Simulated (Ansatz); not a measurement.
# FeSb2: the cost of one run

Method: DFT LDA, scalar-relativistic, plane waves, PAW, in Ansatz 0.2.0.

**1. The system as given**

Symmetry: Pnnm, No. 58, orthorhombic system. Conventional cell: a = 5.726 Å, b = 6.376 Å, c = 3.097 Å, α = 90.00°, β = 90.00°, γ = 90.00°. Fe (site symmetry 2/m) is surrounded by 6 Sb at 2.51 to 2.53 Å. Around Sb (site symmetry m) lie 3 Fe at 2.51 to 2.53 Å and 1 Sb at 2.88 Å.

Structure file:

```
Fe Sb
1.0
     5.72573    0.00000    0.00000
     0.00000    6.37642    0.00000
     0.00000    0.00000    3.09749
Fe Sb
2 4
Direct
  0.00000 0.00000 0.00000
  0.50000 0.50000 0.50000
  0.19146 0.64647 0.00000
  0.80854 0.35353 0.00000
  0.69146 0.85353 0.50000
  0.30854 0.14647 0.50000
```

This cell comes from an earlier session at LDA: 18.848 Å³/atom at -0.01 GPa, on a 8×6×12 mesh.

**2. Antiferromagnetic, in the cell as typed**

Contents of input.yaml:

```yaml
crystal:
  lattice:
    - [5.7257326639, 0.0, 0.0]
    - [0.0, 6.3764230632, 0.0]
    - [0.0, 0.0, 3.0974878923]
  atoms:
    - { symbol: Fe, position: [0.0, 0.0, 0.0], spin: 2.5 }
    - { symbol: Fe, position: [0.5, 0.5, 0.5], spin: -2.5 }
    - { symbol: Sb, position: [0.1914574063, 0.6464704546, 0.0] }
    - { symbol: Sb, position: [0.8085425937, 0.3535295454, 0.0] }
    - { symbol: Sb, position: [0.6914574063, 0.8535295454, 0.5] }
    - { symbol: Sb, position: [0.3085425937, 0.1464704546, 0.5] }
basis:
  ecutwfc: 420
  ecutrho_ratio: 4
kpoints:
  mp_grid: { grid: [8, 6, 12] }
hamiltonian:
  xc: lda
scf:
  occupations: { method: gaussian, width: 0.05 }
  lower_state_search: "off"
output:
  forces: true
  stress: true
  eigenvalues: true
  populations: true
magnetization:
  spin_polarized: true
```

Launch:

```
> ansatz run input.yaml --threads 4 --pin off --max-ram 10240MiB --backend cpu --events-out ev --progress --plain --runs-dir out
```

**Question.** How long does this run take on 4 threads of Arm Neoverse V2, shared host, and how much memory does it need?

About 100 s, with a peak of 1.6 GiB.
